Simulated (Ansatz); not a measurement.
# Cu (Cu (111), 6 layers): how the settings move a single-point run

How sensitive is a single-point run of Cu (Cu (111), 6 layers) to its settings? A reference run comes first, then one run with altered input.

Program: Ansatz 0.2.0. Level of theory: reference: DFT, PBEsol, PAW with Ansatz's default frozen-core files, scalar-relativistic. These are calculated values, not measurements.

### 1 The system as given

It takes space group P-3m1 (No. 164, trigonal). Conventional cell: a = 2.520 Å, b = 2.520 Å, c = 26.287 Å, α = 90.00°, β = 90.00°, γ = 120.00°. Cu (site symmetry 3m) is surrounded by 9 Cu at 2.50 to 2.52 Å. Cu (site symmetry 3m) is surrounded by 12 Cu at 2.50 to 2.52 Å. Cu (site symmetry 3m) has 12 Cu at 2.51 to 2.52 Å as nearest neighbours.

Structure file:

```
CELL_PARAMETERS angstrom
2.51982 0.00000 0.00000
-1.25991 2.18223 0.00000
0.00000 0.00000 26.28710
ATOMIC_POSITIONS crystal
Cu 0.16667 0.33333 0.30534
Cu 0.50000 0.00000 0.38289
Cu 0.83333 0.66667 0.46091
Cu 0.16667 0.33333 0.53909
Cu 0.50000 0.00000 0.61711
Cu 0.83333 0.66667 0.69466
```

### 2 The reference run

File input.yaml:

```yaml
crystal:
  lattice:
    - [2.5198192021, 0.0, 0.0]
    - [-1.259909601, 2.182227442, 0.0]
    - [0.0, 0.0, 26.2871]
  atoms:
    - { symbol: Cu, position: [0.1666666667, 0.3333333333, 0.3053448937] }
    - { symbol: Cu, position: [0.5, 1.0, 0.3828910235] }
    - { symbol: Cu, position: [0.8333333333, 0.6666666667, 0.4609110301] }
    - { symbol: Cu, position: [0.1666666667, 0.3333333333, 0.5390889652] }
    - { symbol: Cu, position: [0.5, 1.0, 0.6171089754] }
    - { symbol: Cu, position: [0.8333333333, 0.6666666667, 0.6946551114] }
kpoints:
  mp_grid: { grid: [18, 18, 1] }
scf:
  occupations: { method: fermi_dirac, width: 0.1 }
hamiltonian:
  xc: pbesol
  pseudopotentials: { kind: paw }
output:
  forces: true
  stress: true
  eigenvalues: true
efield:
  axis: 3
  amplitude: 0.3
  dipole_correction: true
```

Command:

```console
$ ansatz run input.yaml --threads 2 --pin off --max-ram 4096MiB --backend cpu --events-out ev --progress --plain --runs-dir out
```

### 3 Changing settings: mp_grid.grid [27, 27, 1], ecutwfc 18.4 Ry

input.yaml: that of step 2 with these lines changed.

```diff
@@ -13,3 +13,3 @@
 kpoints:
-  mp_grid: { grid: [18, 18, 1] }
+  mp_grid: { grid: [27, 27, 1] }
 scf:
@@ -27 +27,3 @@
   dipole_correction: true
+basis:
+  ecutwfc: "18.4 Ry"
```

**Question.** What will these runs give? Wanted: for each run, ending; energy change; gap; force.

**Answer**, as computed:

```tsv
run	ending	energy change	gap (eV)	force (eV/Å)	cycles	time
reference	converged	0	0.00	0.01	11	36 s
1: mp_grid.grid [27, 27, 1], ecutwfc 18.4 Ry	converged	+2.54 eV/atom	0.00	0.05	13	35 s
```

Residual by cycle in the longest SCF loop of each run; runs are numbered as in the table. The quantity is the density residual dr2, in eV.

```tsv
cycle	reference	run 1
1	33.8	41.4
2	128	178
3	2.22	5.66
4	0.505	2.29
5	0.0388	0.205
6	0.00345	0.0488
8	6.7e-5	0.00564
9	2.5e-5	2.0e-4
10	4.9e-6	2.7e-5
11	7.6e-8	3.5e-6
12	-	3.8e-7
13	-	2.8e-8
```

Changing the k-point mesh and cutoff moves the energy by +2.54 eV/atom, and the largest force goes from 0.01 to 0.05 eV/Å. More than one kind of setting changed, and this run alone doesn't tell their shares apart. The log warns that the cutoff is under what these potentials recommend, so the shift holds truncation error. Run 1 ran under the cutoff that the potentials recommend, as the log warns, so basis error is mixed into its values.
